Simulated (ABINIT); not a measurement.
Crystal: VWC2.

```
W V C
1.0
     1.51704    0.87586    4.93389
    -1.51704    0.87586    4.93389
     0.00000   -1.75173    4.93389
W V C
1 1 2
Direct
  0.00000 0.00000 0.00000
  0.50000 0.50000 0.50000
  0.24649 0.24649 0.24649
  0.75351 0.75351 0.75351
```

The cell comes from a database or a generator and needn't be the stable form of this composition.

Base run:

| Item | Value |
| --- | --- |
| Program | ABINIT 10.8.3 (patched build) |
| Functional | PBE |
| Potentials or basis | JTH PAW PBE v2.0 |
| Cutoff | 517 eV |
| k mesh | 8 × 8 × 8 |
| Occupations | fermi-dirac, width 0.05 eV |
| Spin | collinear spin, ferromagnetic start |
| Starting moments | [0.0, 2.0, 0.0, 0.0] μB |

Its results: band gap on the k mesh none (metal or under the smearing width); pressure -1.2 GPa; net moment 0.00 μB per cell; largest force 0.098 eV/Å.

**Question.** After a change of settings the same cell gave: band gap on the k mesh none (metal or under the smearing width); pressure -16.5 GPa; net moment 0.00 μB per cell; largest force 0.167 eV/Å. Which change was it?
A. functional from PBE to LDA; potentials or basis from JTH PAW PBE v2.0 to JTH PAW LDA v2.0
B. functional from PBE to PBEsol; k mesh from 8 × 8 × 8 to 10 × 10 × 10
C. functional from PBE to PBEsol

**Answer.** A.

Not every run made on this cell is shown here.
